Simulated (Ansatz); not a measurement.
# GeHO (quartet): wave-function methods side by side, cc-pVTZ

An exercise on one series of results from a longer session: the logs are not shown, and one member is left open.

Program: Ansatz 0.2.0, Gaussian basis. Level of theory: cc-pVTZ, core rule «outside noble gas», up to 15 orbitals frozen. These are calculated values, not measurements.

To be run: UHF; CCSD(T) on ROHF; CCSD(T) on UHF; BCCD(T) on ROHF; CCSDT(Q) on ROHF; CCSDT(Q) on UHF; CASSCF and MRCISD+Q, 11 electrons in 9 orbitals; CASSCF and NEVPT2, 11 electrons in 9 orbitals.

10 further runs of the same task are left out: 6 for a known fault of the program, 4 set aside as unsound or not needed.

## The geometry

The geometry is a PBE0/def2-TZVP stationary point (not a proven minimum) of the parent state, kept for this charge and spin. No spin-orbit coupling is included. The filled d shell of Ge may be among the frozen orbitals whatever the setting's name suggests; the logs give the count.

3 atoms, charge 0, spin multiplicity 4.

Atoms are counted from 1 here; the program's logs count them from 0.

Bond lengths: Ge1–O2 1.786 Å, O2–H3 0.962 Å. Angles: Ge1–O2–H3 114.8°.

Set-up of the first run:

The input, in.yaml:

```yaml
crystal:
  periodic: [false, false, false]
  atoms:
    - {symbol: Ge, position_ang: [0.000000, 0.013397, 0.343250]}
    - {symbol: O, position_ang: [0.000000, -0.107250, -1.438746]}
    - {symbol: H, position_ang: [0.000000, 0.736912, -1.899543]}
basis:
  gaussian: {orbitals: cc-pVTZ}
magnetization: {spin_polarized: true, initial_magnetization: 3}
hamiltonian: {xc: hf}
output: {orbitals: {seedname: orbitals}}
```

Run with:

```bash
$ ansatz run in.yaml --threads 1 --pin off --events-out ev --progress --plain --max-ram 4096MiB --backend cpu
```

Steps of the session up to this table: UHF; CCSD(T) on ROHF; CCSD(T) on UHF; BCCD(T) on ROHF; CCSDT(Q) on ROHF; CCSDT(Q) on UHF; CASSCF and MRCISD+Q, 11 electrons in 9 orbitals; CASSCF and NEVPT2, 11 electrons in 9 orbitals.

One of the session's tables, all rows but one given; the rest of the session is left out.

It belongs to the step «Misses and costs». 

| method | from RCCSDT(Q) (meV) |
| --- | --- |
| ROHF | +8628.8 |
| UHF | +8528.3 |
| RMP2 | +602.3 |
| UMP2 | +576.8 |
| RCCSD | +356.5 |
| UCCSD | +323.1 |
| RCCSD(T) | +29.6 |
| UCCSD(T) | +3.2 |
| BCCD(T) | +30.2 |
| RCCSDT | +16.5 |
| UCCSDT | -10.4 |
| RCCSDT(Q) | 0 |
| UCCSDT(Q) | ? |
| CASSCF valence | +6968.2 |
| NEVPT2 valence | +1175.1 |
| MRCISD valence | +542.5 |
| MRCISD+Q valence | +120.3 |

**Question.** Estimate the row for UCCSDT(Q).

As computed: from RCCSDT(Q) (meV): -30.4. In the column «from RCCSDT(Q) (meV)» it is the lowest.

Limits of these values: Restricted and unrestricted rows rest on different reference determinants; where their highest levels disagree by more than a few hundredths of an eV, they describe different states and don't form one ladder.
